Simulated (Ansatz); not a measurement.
# F3HOSW: the cost of one run

Computed with Ansatz 0.2.0, Gaussian basis. Level: functionals in def2-TZVPP, the program's frozen cores in correlated methods.

The runs, in order: LDA (SPW92), PBE-D4, revPBE-D4, BLYP-D4, r2SCAN-D4, B97M-V, PBE0-D4, B3LYP-D4, r2SCANh-D4, r2SCAN0-D4, HSE06-D4, BHLYP-D4, CAM-B3LYP-D4, LC-ωPBE, ωB97X-V, ωB97M-V, B2PLYP, PBE-QIDH; CCSD(T)/def2-SVP; CCSD(T)/def2-TZVPP; MP2/def2-QZVPP; extrapolation to the limit; RPA on PBE.

### 1 The relaxed structure

All runs share one geometry, relaxed beforehand with PBE0-D4 in a triple-zeta def2 set. W takes the def2 core potential; no spin-orbit term is included.

SMILES `[OH][W]([F])([F])([F])=[S]`, 7 atoms, charge 0, spin multiplicity 1.

Atoms are counted from 1 here; the program's logs count them from 0.

Bond lengths: O1–W2 1.870 Å, O1–H7 0.961 Å, W2–F3 1.847 Å, W2–F4 1.866 Å, W2–F5 1.855 Å, W2–S6 2.101 Å. Angles: W2–O1–H7 124.7°, O1–W2–F3 86.5°, O1–W2–F4 85.4°, O1–W2–F5 144.0°, O1–W2–S6 108.0°, F3–W2–F4 152.6°, F3–W2–F5 86.9°, F3–W2–S6 104.6°, F4–W2–F5 84.3°, F4–W2–S6 102.8°, F5–W2–S6 107.9°.

### 2 LDA

This LDA is Slater exchange with PW92 correlation.

The input, in.yaml:

```yaml
crystal:
  periodic: [false, false, false]
  atoms:
    - {symbol: O, position_ang: [0.378075, -1.432092, 0.430968]}
    - {symbol: W, position_ang: [0.082727, 0.335796, -0.102623]}
    - {symbol: F, position_ang: [1.919990, 0.491729, -0.212678]}
    - {symbol: F, position_ang: [-1.567212, -0.282487, -0.718076]}
    - {symbol: F, position_ang: [-0.001071, 1.467103, -1.570736]}
    - {symbol: S, position_ang: [-0.442592, 1.448964, 1.600312]}
    - {symbol: H, position_ang: [-0.308717, -2.097013, 0.527034]}
basis:
  gaussian: {orbitals: def2-TZVPP}
hamiltonian: {xc: lda}
output: {orbitals: {seedname: orbitals}}
```

Started as:

```console
ansatz run in.yaml --threads 4 --pin off --events-out ev --progress --plain --max-ram 10444MiB
```

**Question.** How long does this run take on 4 threads of AMD EPYC, shared host, and how much memory does it need?

About 3.3 s, with a peak of 0.32 GiB.
